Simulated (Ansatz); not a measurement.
**HF/3-21G run of C2H5Al (SMILES C=[CH][AlH2])**

What is the electronic atomisation energy of C2H5Al at HF/3-21G? 

The results are computed with Ansatz 0.2.0.

33 further runs of the same task are left out: 33 set aside as unsound or not needed.

**1. The structure to begin with**

C2H5Al: 8 atoms, total charge 0, spin state singlet. As SMILES, `C=[CH][AlH2]`. Geometry: relaxed at PBE0-D4/def2-TZVP.

Bond lengths: C1–C2 1.337 Å, C2–Al3 1.938 Å, C1–H4 1.089 Å, C1–H5 1.089 Å, C2–H6 1.090 Å, Al3–H7 1.588 Å, Al3–H8 1.588 Å. Angles: C1–C2–Al3 119.6°, C1–C2–H6 116.7°, Al3–C2–H6 123.7°, C2–C1–H4 121.7°, C2–C1–H5 123.0°, C2–Al3–H7 122.1°, C2–Al3–H8 116.8°, H4–C1–H5 115.3°, H7–Al3–H8 121.2°.

**2. A single-point energy at HF/3-21G**

Contents of molecule.yaml:

```yaml
crystal:
  periodic: [false, false, false]
  atoms:
    - {symbol: C, position_ang: [-1.029900, 0.829200, -0.357000]}
    - {symbol: C, position_ang: [0.199000, 0.651000, 0.138100]}
    - {symbol: Al, position_ang: [0.930800, -1.139300, 0.262000]}
    - {symbol: H, position_ang: [-1.636900, -0.008600, -0.695500]}
    - {symbol: H, position_ang: [-1.495000, 1.809300, -0.451900]}
    - {symbol: H, position_ang: [0.735600, 1.546100, 0.452700]}
    - {symbol: H, position_ang: [2.384000, -1.417900, 0.837700]}
    - {symbol: H, position_ang: [0.004400, -2.327000, -0.241900]}
basis:
  gaussian: {orbitals: 3-21G.json}
hamiltonian: {xc: hf}
accuracy: high
output: {orbitals: {seedname: orbitals}}
```

The basis set 3-21G is read from a file made from the Basis Set Exchange's data (not shown).

Command:

```
$ ansatz run molecule.yaml --threads 1 --pin off --max-ram 3480MiB --events-out events.jsonl --progress --plain --runs-dir runs
```

Log:

```text
Warning: RAYON_NUM_THREADS=1 ignored (pool sized by the plan → 1); use --threads N
Functional definition: HF
  name "HF"
  exchange = exact_x
  correlation = 0
959 factors; integrals over basis functions are off by at most 3.8e-9 eV
mean field evaluation 1: about -8672.6572 eV, gradient 1.9e1 eV
mean field evaluation 2: about -8672.6523 eV, gradient 1.9e1 eV
mean field evaluation 4: about -8673.7936 eV, gradient 2.1e0 eV
mean field evaluation 8: about -8673.8076 eV, gradient 3.2e-5 eV
mean field -8673.80764540 eV, -318.7565516506 hartree, gradient 1.5e-8 eV, S^2 0.000000; 0 other end points of the search recorded, 0 dependent functions left out
reference -8673.80764540 eV, -318.7565516506 hartree; 15, 15 occupied and 26, 26 virtual orbitals, 959 factors
Total energy: -8673.80764540 eV, -318.7565516506 hartree
```

Run time: 0.34 s. Hardware: 1 thread of Arm Neoverse V2, shared host.

**3. The Al atom**

Contents of molecule.yaml:

```yaml
crystal:
  periodic: [false, false, false]
  atoms:
    - symbol: Al
      position_ang: [0.000000, 0.000000, 0.000000]
basis:
  gaussian: {orbitals: 3-21G.json}
magnetization: {spin_polarized: true, initial_magnetization: 1}
hamiltonian: {xc: hf}
accuracy: high
```

The basis set 3-21G is read from a file made from the Basis Set Exchange's data (not shown).

Run the same way, it converges to -240.55105 Eh (log not shown).

**4. The C atom**

Contents of run.yaml:

```yaml
crystal:
  periodic: [false, false, false]
  atoms:
    - {symbol: C, position_ang: [0.000000, 0.000000, 0.000000]}
basis:
  gaussian:
    orbitals: 3-21G.json
hamiltonian:
  xc: hf
accuracy: high
magnetization:
  spin_polarized: true
  initial_magnetization: 2
```

The basis set 3-21G is read from a file made from the Basis Set Exchange's data (not shown).

Run the same way, it converges to -37.48107 Eh (log not shown).

**5. The H atom, same level**

Contents of molecule.yaml:

```yaml
basis:
  gaussian:
    orbitals: 3-21G.json
crystal:
  periodic: [false, false, false]
  atoms:
    - {symbol: H, position_ang: [0.000000, 0.000000, 0.000000]}
accuracy: high
hamiltonian:
  xc: hf
magnetization:
  spin_polarized: true
  initial_magnetization: 1
```

The basis set 3-21G is read from a file made from the Basis Set Exchange's data (not shown).

Run the same way, it converges to -0.49620 Eh (log not shown).

**6. Results**

At HF/3-21G:

| quantity | value |
| --- | --- |
| molecule: total energy | -318.75655 Eh |
| molecule: HOMO energy | -10.34 eV |
| molecule: LUMO energy | 1.26 eV |
| molecule: HOMO–LUMO gap | 11.60 eV |
| Al atom: total energy | -240.55105 Eh |
| Al atom: ⟨S²⟩ | 0.750 |
| C atom: total energy | -37.48107 Eh |
| C atom: ⟨S²⟩ | 2.001 |
| H atom: total energy | -0.49620 Eh |
| H atom: ⟨S²⟩ | 0.750 |
| electronic atomisation energy | 20.745 eV |

Taking the molecule apart into free atoms costs 20.75 eV (2002 kJ/mol), before zero-point energy and without spin-orbit coupling. Hartree–Fock lacks the correlation of the bonding pairs, which as a rule makes this value much too low; in minimal bases other errors can mask that. The basis has no polarisation functions, which makes bonds too weak.
